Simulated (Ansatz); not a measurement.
# C2H8Se2Si: how energies converge with the basis set

Aim: see how fast density functionals converge with the basis set for C2H8Se2Si.

Program: Ansatz 0.2.0, Gaussian basis. Level of theory: one geometry, several basis sets. These are calculated values, not measurements.

The runs, in order: PBE0-D4/def2-SVP; ωB97M-V/def2-SVP; PBE0-D4/def2-QZVPP; ωB97M-V/def2-QZVPP; the functionals' def2-TZVPP values are taken from earlier runs.

### 1 Structure used throughout

The geometry comes from an earlier relaxation with PBE0-D4 in a triple-zeta def2 set; it is a stationary point, not always the lowest conformer.

SMILES `C[SiH2][Se][Se]C`, 13 atoms, charge 0, spin multiplicity 1.

Atoms are counted from 1 here; the program's logs count them from 0.

Bond lengths: C1–Si2 1.862 Å, C1–H6 1.094 Å, C1–H7 1.092 Å, C1–H8 1.092 Å, Si2–Se3 2.288 Å, Si2–H9 1.487 Å, Si2–H10 1.489 Å, Se3–Se4 2.335 Å, Se4–C5 1.946 Å, C5–H11 1.087 Å, C5–H12 1.088 Å, C5–H13 1.091 Å. Angles: Si2–C1–H6 110.3°, Si2–C1–H7 110.7°, Si2–C1–H8 110.0°, H6–C1–H7 108.7°, H6–C1–H8 108.5°, H7–C1–H8 108.6°, C1–Si2–Se3 112.1°, C1–Si2–H9 110.9°, C1–Si2–H10 111.4°, Se3–Si2–H9 108.4°, Se3–Si2–H10 104.9°, H9–Si2–H10 108.9°, Si2–Se3–Se4 94.7°, Se3–Se4–C5 99.3°, Se4–C5–H11 109.9°, Se4–C5–H12 110.0°, Se4–C5–H13 106.1°, H11–C5–H12 110.9° and more.

### 2 PBE0-D4 in def2-SVP

Input file in.yaml:

```yaml
crystal:
  periodic: [false, false, false]
  atoms:
    - {symbol: C, position_ang: [-2.040072, -0.506349, 1.109630]}
    - {symbol: Si, position_ang: [-0.520529, -1.319054, 0.404201]}
    - {symbol: Se, position_ang: [1.407649, -0.437491, 1.265560]}
    - {symbol: Se, position_ang: [1.078286, 1.680503, 0.339201]}
    - {symbol: C, position_ang: [1.915416, 1.399526, -1.395404]}
    - {symbol: H, position_ang: [-2.941462, -0.925381, 0.653851]}
    - {symbol: H, position_ang: [-2.091752, -0.657903, 2.189400]}
    - {symbol: H, position_ang: [-2.017533, 0.566447, 0.908391]}
    - {symbol: H, position_ang: [-0.481695, -1.175373, -1.075711]}
    - {symbol: H, position_ang: [-0.468556, -2.766770, 0.749953]}
    - {symbol: H, position_ang: [2.966678, 1.154160, -1.264196]}
    - {symbol: H, position_ang: [1.396754, 0.609841, -1.934798]}
    - {symbol: H, position_ang: [1.817315, 2.343042, -1.935179]}
basis:
  gaussian: {orbitals: def2-SVP}
hamiltonian: {xc: pbe0, dispersion: d4}
output: {orbitals: {seedname: orbitals}}
```

After this run come: ωB97M-V in def2-SVP; PBE0-D4 in def2-QZVPP; ωB97M-V in def2-QZVPP.

Before running them: what should the planned runs give, taken together? Wanted: PBE0-D4: double and triple zeta above quadruple; ωB97M-V: double and triple zeta above quadruple.

**Answer**, as computed:

| quantity | value |
| --- | --- |
| PBE0-D4: double and triple zeta above quadruple | 24.46, 3.16 eV |
| ωB97M-V: double and triple zeta above quadruple | 24.50, 3.05 eV |

**Reading.** For PBE0-D4 the step from double to triple zeta gains 21.30 eV and the next only 3.16 eV. Total energies overstate the basis error of differences, where much of it tends to cancel.
